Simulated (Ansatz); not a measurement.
**ScPt3: relaxation and properties**

The task here is to estimate one member of a computed series from the others.

Method: DFT PBEsol, scalar-relativistic, plane waves, PAW, in Ansatz 0.2.0.

**The system as given**

It takes space group Pm-3m (No. 221, cubic). The conventional cell has a = 3.958 Å, b = 3.958 Å, c = 3.958 Å, α = 90.00°, β = 90.00°, γ = 90.00°. Around Sc (site symmetry m-3m) lie 12 Pt at 2.80 Å. Around Pt (site symmetry 4/mmm) lie 4 Sc at 2.80 Å and 8 Pt at 2.80 Å.

Structure file:

```xyz
4
Lattice="3.9580 0.0000 0.0000 0.0000 3.9580 0.0000 0.0000 0.0000 3.9580" Properties=species:S:1:pos:R:3 pbc="T T T"
Sc    0.0000    0.0000    0.0000
Pt    0.0000    1.9790    1.9790
Pt    1.9790    0.0000    1.9790
Pt    1.9790    1.9790    0.0000
```

Source of the structure: the Crystallography Open Database.

Set-up of the first run:

(A quick probe on a coarse mesh, which set the mesh and smearing, is not shown.)

Input file input.yaml:

```yaml
crystal:
  lattice:
    - [3.958, 0.0, 0.0]
    - [0.0, 3.958, 0.0]
    - [0.0, 0.0, 3.958]
  atoms:
    - { symbol: Sc, position: [0.0, 0.0, 0.0] }
    - { symbol: Pt, position: [0.0, 0.5, 0.5] }
    - { symbol: Pt, position: [0.5, 0.0, 0.5] }
    - { symbol: Pt, position: [0.5, 0.5, 0.0] }
basis:
  ecutwfc: 420
kpoints:
  mp_grid: { grid: [10, 10, 10] }
hamiltonian:
  xc: pbesol
scf:
  occupations: { method: gaussian, width: 0.1 }
output:
  forces: true
  stress: true
  eigenvalues: true
  write_density: true
  write_potential: true
  elf: true
  volumetric_format: npy
relax:
  adjacent_minimum: "off"
  f_tol: 0.005
  max_steps: 80
  cell: { stress_tol: 0.05 }
```

Started as:

```console
$ ansatz run input.yaml --threads 1 --pin off --max-ram 2560MiB --backend cpu --events-out ev --progress --plain --runs-dir out
```

Steps of the session up to this table: Full relaxation; Electronic structure at the relaxed geometry; Back to the database's cell; The cell scaled to 0.97 of its volume; Point at V/V0 = 1.03; Volume × 0.94; The cell scaled to 1.06 of its volume; Volume × 0.91; Volume × 1.10; Point at V/V0 = 0.88.

One of the session's tables, all rows but one given; the rest of the session is left out.

It belongs to the step «Fit of the equation of state». 

```
volume (Å³/atom)  energy above the lowest point (meV/atom)  pressure (GPa)
          13.574                                     204.1           40.18
          14.037                                     107.3           27.28
          14.500                                      44.6           16.50
          14.962                                      10.4            7.50
          15.425                                       0.0           -0.02
          15.888                                       9.5           -6.29
          16.351                                         ?               ?
          16.968                                      91.3          -17.08
```

Estimate the missing values for volume (Å³/atom) = 16.351.

Worked estimate for «energy above the lowest point (meV/atom)». A straight line through the neighbours (15.888, 9.5) and (16.968, 91.3) gives 9.5 + (91.3 − 9.5) × (16.351 − 15.888) / (16.968 − 15.888) = 44.6; a parabola fitted to 3 rows on both sides gives 34.3.

The run gave: energy above the lowest point (meV/atom): 35.6; pressure (GPa): -11.50. In «energy above the lowest point (meV/atom)» the line misses by +9.0 and the parabola by -1.3.
